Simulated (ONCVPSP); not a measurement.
# Ta: variants of one ONCV potential, part 2 of 2

One potential is built and tested. Then one design choice at a time is changed, to learn what it costs or gains.

ONCVPSP 4.0.1; first potential PBE, scalar-relativistic. Earlier steps stand in the parts before.

### Step 6. Variant: p: debl 2.9 → 0.45 Ha

Contents of Ta.dat:

```
# ATOM AND REFERENCE CONFIGURATION
# atsym  z   nc   nv     iexc    psfile
  Ta 73.00   10    3        4      upf
#
#   n    l    f
    1    0    2.00
    2    0    2.00
    2    1    6.00
    3    0    2.00
    3    1    6.00
    3    2   10.00
    4    0    2.00
    4    1    6.00
    4    2   10.00
    4    3   14.00
    5    0    2.00
    5    1    6.00
    5    2    3.00
#
# PSEUDOPOTENTIAL AND OPTIMIZATION
# lmax
    2
#
#   l,   rc,      ep,       ncon, nbas, qcut
    0    1.85    0.00    5    8    8.30
    1    2.15    0.00    4    8    5.40
    2    1.95    0.00    3    8    4.30
#
# LOCAL POTENTIAL
# lloc, lpopt,  rc(5),   dvloc0
    4    2    1.55    0.00
#
# VANDERBILT-KLEINMAN-BYLANDER PROJECTORs
# l, nproj, debl
    0    3    1.60
    1    2    0.45
    2    2    1.50
#
# MODEL CORE CHARGE
# icmod, fcfact, rcfact
    1    0.55    0.00
#
# LOG DERIVATIVE ANALYSIS
# epsh1, epsh2, depsh
   -5.00    5.00    0.04
#
# OUTPUT GRID
# rlmax, drl
    6.00    0.01
#
# TEST CONFIGURATIONS
# ncnf
    4
# nvcnf
#   n    l    f
    4
    5    0    2.00
    5    1    6.00
    5    2    3.00
    6    0    2.00
#
    4
    5    0    2.00
    5    1    6.00
    5    2    3.00
    6    0    1.00
#
    3
    5    0    2.00
    5    1    6.00
    5    2    2.00
#
    4
    5    0    2.00
    5    1    6.00
    5    2    2.00
    6    0    2.00
#
```

Started as:

```bash
oncvpsp.x < Ta.dat > Ta.out
```

What the program wrote to Ta.out (without the consistency checks and plot data):

```text
ONCVPSP  (Optimized Norm-Conservinng Vanderbilt PSeudopotential)
scalar-relativistic version 4.0.1

[... all-electron levels as in step 2 ...]

Begin loop to  construct optimized pseudo wave functions
and semi-local pseudopoentials for all angular momenta

WARNING wellstate: moderately localized bound state found for n= 6 l=  0
WARNING scattering state with energy  0.05000000
WARNING will be used for the first projector

   Wellstate for l =  0  n =  7
     eigenvalue =   0.0500
     asymptotic potential =   0.5500
     half-point radius =  4.5638

   Wellstate for l =  0  n =  8
     eigenvalue =   1.6500
     asymptotic potential =   2.1500
     half-point radius =  3.8823

Calculating optimized projector #   1

 for l=   0

    Fraction of norm inside rc  0.964264
    Optimizing pswf for qcut=   8.29 a_B^-1,  ecut=  34.39 Ha
    Residual kinetic energy error=  6.05D-07 Ha

    Energy error per electron        Cutoff
         Ha          eV             Ha
         0.01000     0.27211       18.65
         0.00100     0.02721       23.72
         0.00010     0.00272       27.74
         0.00001     0.00027       30.74

Calculating optimized projector #   2

 for l=   0

    Fraction of norm inside rc  0.069950
    Optimizing pswf for qcut=   8.29 a_B^-1,  ecut=  34.39 Ha
    Residual kinetic energy error=  3.21D-07 Ha

    Energy error per electron        Cutoff
         Ha          eV             Ha
         0.01000     0.27211       14.74
         0.00100     0.02721       21.16
         0.00010     0.00272       25.97
         0.00001     0.00027       29.74

Calculating optimized projector #   3

 for l=   0

    Fraction of norm inside rc  0.077375
    Optimizing pswf for qcut=   8.29 a_B^-1,  ecut=  34.39 Ha
    Residual kinetic energy error=  9.68D-07 Ha

    Energy error per electron        Cutoff
         Ha          eV             Ha
         0.01000     0.27211       16.68
         0.00100     0.02721       22.75
         0.00010     0.00272       27.56
         0.00001     0.00027       31.20

WARNING wellstate: negative energy specified for n= 6 l=  1
WARNING scattering state with energy  0.25000000
WARNING will be used for the first projector

   Wellstate for l =  1  n =  7
     eigenvalue =   0.2500
     asymptotic potential =   0.7500
     half-point radius =  4.9070

Calculating optimized projector #   1

 for l=   1

    Fraction of norm inside rc  0.953812
    Optimizing pswf for qcut=   5.41 a_B^-1,  ecut=  14.63 Ha
    Residual kinetic energy error=  6.20D-06 Ha

    Energy error per electron        Cutoff
         Ha          eV             Ha
         0.01000     0.27211        8.37
         0.00100     0.02721       10.75
         0.00010     0.00272       12.73
         0.00001     0.00027       14.46

Calculating optimized projector #   2

 for l=   1

    Fraction of norm inside rc  0.094137
    Optimizing pswf for qcut=   5.41 a_B^-1,  ecut=  14.63 Ha
    Residual kinetic energy error=  6.07D-06 Ha

    Energy error per electron        Cutoff
         Ha          eV             Ha
         0.01000     0.27211        6.97
         0.00100     0.02721        9.37
         0.00010     0.00272       11.33
         0.00001     0.00027       14.14

   Wellstate for l =  2  n =  7
     eigenvalue =   0.8270
     asymptotic potential =   1.3270
     half-point radius =  4.6863

Calculating optimized projector #   1

 for l=   2

    Fraction of norm inside rc  0.554925
    Optimizing pswf for qcut=   4.30 a_B^-1,  ecut=   9.26 Ha
    Residual kinetic energy error=  5.65D-03 Ha

    Energy error per electron        Cutoff
         Ha          eV             Ha
         0.01000     0.27211        8.56
         0.00100     0.02721       25.89
         0.00010     0.00272       69.41

Calculating optimized projector #   2

 for l=   2

    Fraction of norm inside rc  0.083879
    Optimizing pswf for qcut=   4.30 a_B^-1,  ecut=   9.26 Ha
    Residual kinetic energy error=  6.64D-03 Ha

    Energy error per electron        Cutoff
         Ha          eV             Ha
         0.01000     0.27211        8.67
         0.00100     0.02721       11.93
         0.00010     0.00272       29.47
         0.00001     0.00027       69.38

Construct Vanderbilt / Kleinmman-Bylander projectors

B matrix Hermiticity error, ll=   0
   1   2   -3.7354E-04
   1   3    5.5733E-04
   2   3    6.6689E-05

  Orthonormal projector coefficients  1.4588E+01 -7.1669E-01  2.6470E-01

B matrix Hermiticity error, ll=   1
   1   2   -2.2129E-04

  Orthonormal projector coefficients  8.9146E-01 -3.2370E-01

B matrix Hermiticity error, ll=   2
   1   2   -1.1308E-04

  Orthonormal projector coefficients -2.5576E+00 -9.3279E-01

Model core correction analysis
  based on d2Exc/dn_idn_j

d2excae - all-electron derivatives

   -2.795075D-02   -2.432874D-02   -1.116121D-02
   -2.434335D-02   -2.450535D-02   -1.473420D-02
   -1.127973D-02   -1.496908D-02   -1.443322D-02

d2excps - pseudofunction derivatives with no core correction

   -4.486391D-02   -3.592337D-02   -1.356071D-02
   -3.594210D-02   -3.182594D-02   -1.656567D-02
   -1.370265D-02   -1.684624D-02   -1.643598D-02

rms 2nd derivative error    8.374097E-03

Polynomial model core charge

d2excps - pseudofunction derivatives with core correction

   -2.694041D-02   -2.335443D-02   -1.124150D-02
   -2.336909D-02   -2.274163D-02   -1.453541D-02
   -1.135984D-02   -1.476994D-02   -1.525742D-02

rms 2nd derivative error    8.693100E-04

Pseudoatom total energy  -57.891383

Diagnostic tests using Vanderbilt-Kleinman-Bylander pseudopotentials
  1 or more projectors used as specified by nproj input data

   l    rcore       rmatch      e in        delta e   norm test  slope test

   0   1.8536376   1.9099181  -3.2543036   0.0000015   1.0002191   1.0002065
   0   1.8536376   1.9099181   0.0500000   0.0000385   1.0002361   1.0002361
   0   1.8536376   1.9099181   1.6500000   0.0000768   1.0002860   1.0002860

   1   2.1526546   2.2180138  -2.0195508   0.0000008   1.0001572   1.0001559
   1   2.1526546   2.2180138   0.2500000   0.0000147   1.0001320   1.0001320

   2   1.9561703   2.0155638  -0.6729566  -0.0001394   1.0000221   0.9993733
   2   1.9561703   2.0155638   0.8270434   0.0000711   1.0001596   1.0001596

 Testing for bound ghosts
   n   l    E NL Schr. Eq   E Basis Diag.   E Cutoff

   1   0       -3.254302       -3.254301    102.23

   2   1       -2.019550       -2.019550     65.78

   3   2       -0.673096       -0.671348     89.91

 Testing for highly-localized positive-energy ghosts
       l    <radius>/rc     E Basis Diag.   E Cutoff

       0        0.896096       22.938247    102.23  WARNING - GHOST(+)

Test configuration 0

   n   l     f        eae           eps        diff
   1   0  2.0000-2476.45735862
   2   0  2.0000 -425.95023915
   2   1  6.0000 -373.31114770
   3   0  2.0000  -98.01950689
   3   1  6.0000  -82.36569763
   3   2 10.0000  -64.11275572
   4   0  2.0000  -20.44065925
   4   1  6.0000  -15.30663254
   4   2 10.0000   -8.73780818
   4   3 14.0000   -1.47981005
   5   0  2.0000   -3.25430359   -3.25430207    1.52D-06
   5   1  6.0000   -2.01955083   -2.01955000    8.37D-07
   5   2  3.0000   -0.67295661   -0.67309602   -1.39D-04

    Total energies and differences
      AE_ref= -1.56036977D+04  AE_tst= -1.56036977D+04  dif=  0.00D+00
      PS_ref= -5.78913832D+01  PS_tst= -5.78913832D+01  dif= -4.97D-14
      PSP excitation error=  4.97D-14

Test configuration 1

   n   l     f        eae           eps        diff
   1   0  2.0000-2475.88045401
   2   0  2.0000 -425.37754144
   2   1  6.0000 -372.73829328
   3   0  2.0000  -97.44699169
   3   1  6.0000  -81.79317025
   3   2 10.0000  -63.54042099
   4   0  2.0000  -19.86799041
   4   1  6.0000  -14.73402809
   4   2 10.0000   -8.16546463
   4   3 14.0000   -0.90786717
   5   0  2.0000   -2.68280139   -2.68033269    2.47D-03
   5   1  6.0000   -1.44789044   -1.44631735    1.57D-03
   5   2  3.0000   -0.13196212   -0.13192623    3.59D-05
   6   0  2.0000   -0.20000968   -0.19996490    4.48D-05

    Total energies and differences
      AE_ref= -1.56036977D+04  AE_tst= -1.56045591D+04  dif= -8.61D-01
      PS_ref= -5.78913832D+01  PS_tst= -5.87529446D+01  dif= -8.62D-01
      PSP excitation error=  1.51D-04

Test configuration 2

   n   l     f        eae           eps        diff
   1   0  2.0000-2476.14704793
   2   0  2.0000 -425.64233993
   2   1  6.0000 -373.00315223
   3   0  2.0000  -97.71189400
   3   1  6.0000  -82.05807631
   3   2 10.0000  -63.80521892
   4   0  2.0000  -20.13295369
   4   1  6.0000  -14.99895064
   4   2 10.0000   -8.43025950
   4   3 14.0000   -1.17255225
   5   0  2.0000   -2.94752401   -2.94587149    1.65D-03
   5   1  6.0000   -1.71333955   -1.71223140    1.11D-03
   5   2  3.0000   -0.38537274   -0.38531497    5.78D-05
   6   0  1.0000   -0.42703163   -0.42693878    9.28D-05

    Total energies and differences
      AE_ref= -1.56036977D+04  AE_tst= -1.56042480D+04  dif= -5.50D-01
      PS_ref= -5.78913832D+01  PS_tst= -5.84417214D+01  dif= -5.50D-01
      PSP excitation error=  1.13D-04

Test configuration 3

   n   l     f        eae           eps        diff
   1   0  2.0000-2476.92228184
   2   0  2.0000 -426.41691841
   2   1  6.0000 -373.77788362
   3   0  2.0000  -98.48297828
   3   1  6.0000  -82.82919025
   3   2 10.0000  -64.57679524
   4   0  2.0000  -20.90400410
   4   1  6.0000  -15.77021391
   4   2 10.0000   -9.20174220
   4   3 14.0000   -1.94273879
   5   0  2.0000   -3.71296860   -3.71521810   -2.25D-03
   5   1  6.0000   -2.46752063   -2.46971729   -2.20D-03
   5   2  2.0000   -1.07045410   -1.07141477   -9.61D-04

    Total energies and differences
      AE_ref= -1.56036977D+04  AE_tst= -1.56028303D+04  dif=  8.67D-01
      PS_ref= -5.78913832D+01  PS_tst= -5.70233139D+01  dif=  8.68D-01
      PSP excitation error= -6.49D-04

Test configuration 4

   n   l     f        eae           eps        diff
   1   0  2.0000-2476.23926020
   2   0  2.0000 -425.73869552
   2   1  6.0000 -373.09941446
   3   0  2.0000  -97.80661166
   3   1  6.0000  -82.15279671
   3   2 10.0000  -63.90038818
   4   0  2.0000  -20.22766320
   4   1  6.0000  -15.09387112
   4   2 10.0000   -8.52561357
   4   3 14.0000   -1.26770063
   5   0  2.0000   -3.04105705   -3.03874199    2.32D-03
   5   1  6.0000   -1.79992719   -1.79871244    1.21D-03
   5   2  2.0000   -0.44487576   -0.44491853   -4.28D-05
   6   0  2.0000   -0.46063000   -0.46060087    2.91D-05

    Total energies and differences
      AE_ref= -1.56036977D+04  AE_tst= -1.56042769D+04  dif= -5.79D-01
      PS_ref= -5.78913832D+01  PS_tst= -5.84707143D+01  dif= -5.79D-01
      PSP excitation error=  1.97D-04
```

Wall time 5.8 s (1 thread, shared host).

The projector energies used in the s channel were -3.254, 0.050, 1.650 Ha; the program set a typed value aside. The projector energies used in the p channel were -2.020, 0.250 Ha; the program set a typed value aside.

Excitation and ionisation energies from 5s2 5p6 5d3, with the error of the potential.

```tsv
valence configuration	charge	ΔE all-electron (eV)	error AE − PS (meV)
5s2 5p6 5d3 6s2	0	-23.440	+4.1
5s2 5p6 5d3 6s1	+1	-14.972	+3.1
5s2 5p6 5d2	+3	23.604	-18
5s2 5p6 5d2 6s2	+1	-15.759	+5.4
```

Against the first potential, the loose cutoff stays at 26 Ha, the largest test error stays at -18 meV and there is no bound ghost.

### Step 7. All runs side by side

What follows sums up all 2 parts.

Cutoffs, loose and tight: the cutoffs (Ha) at which the residual kinetic energy of the hardest occupied pseudo-wave falls to 1 and 0.1 mHa per electron; empty and scattering waves don't count. The number of plane waves in a given cell goes as the cutoff to the power 3/2; it is given for the loose cutoff, relative to the first potential. Test errors are all-electron less pseudo; runs with another core, reference, functional or relativity have tests of their own. The phase difference is the largest within 0.5 Ha of zero, over the channels with partial waves. A dash means not determined. The table holds 9 more runs of the series, not printed above.

```csv
change,outcome,"cutoff, loose","cutoff, tight","plane waves, relative",bound ghosts,largest test error (meV),phase difference near zero (rad)
first potential,generated,26 Ha,69 Ha,1.00,none,-18,0.002
p: debl 2.9 → 0.45 Ha,generated,26 Ha,69 Ha,1.00,none,-18,0.000
"p: rc 2.15 → 1.85 bohr, qcut 5.4 → 6.3 1/bohr, nproj 2 → 0; local potential the p channel",generated,26 Ha,69 Ha,1.00,none,-15,0.234
"functional LDA (Perdew-Wang 92); p: rc 2.15 → 1.85 bohr, qcut 5.4 → 6.3 1/bohr",generated,26 Ha,69 Ha,1.00,none,-18,0.000
s: qcut 8.3 → 9.8 1/bohr; p: qcut 5.4 → 6.4 1/bohr; d: qcut 4.3 → 5.1 1/bohr,"failed: ERROR pspot: first pseudo wave function has node, program will stop",–,–,–,–,–,–
"all radii scaled by 0.96 (s 1.78, p 2.08, d 1.88 bohr); local potential polynomial inside 1.50 bohr (lpopt 2, dvloc0 0 Ha)",generated,29 Ha,75 Ha,1.17,none,-20,0.002
d: rc 1.95 → 2.68 bohr,generated,24 Ha,28 Ha,0.88,none,+47,0.005
"core correction polynomial model core, fcfact 0.62 (was polynomial model core, fcfact 0.55)",generated,26 Ha,69 Ha,1.00,none,-18,0.002
d: qcut 4.3 → 3.3 1/bohr,generated,66 Ha,113 Ha,4.05,none,+15,0.002
s: nproj 3 → 2,generated,26 Ha,69 Ha,1.00,none,-18,0.002
s: rc 1.85 → 2.12 bohr,generated,26 Ha,69 Ha,1.00,none,-18,0.002
```

**Reading.** The softest is the variant "d: rc 1.95 → 2.68 bohr", at 24 Ha; the highest cutoff read, 66 Ha, costs 4.6 times the plane waves. Among those with the same tests, the variant "d: qcut 4.3 → 3.3 1/bohr" has the smallest worst error, +15 meV. 1 of the changes stops the generator.

The first potential by itself. By total energies transferability is good: the largest error is 18 meV on 23.6 eV, for 5s2 5p6 5d2. By its cutoff, 26 Ha for the looser tolerance, it is of middling hardness. The tighter tolerance needs 69 Ha, and converged work needs a cutoff nearer that. The program's ghost test flags no bound state.
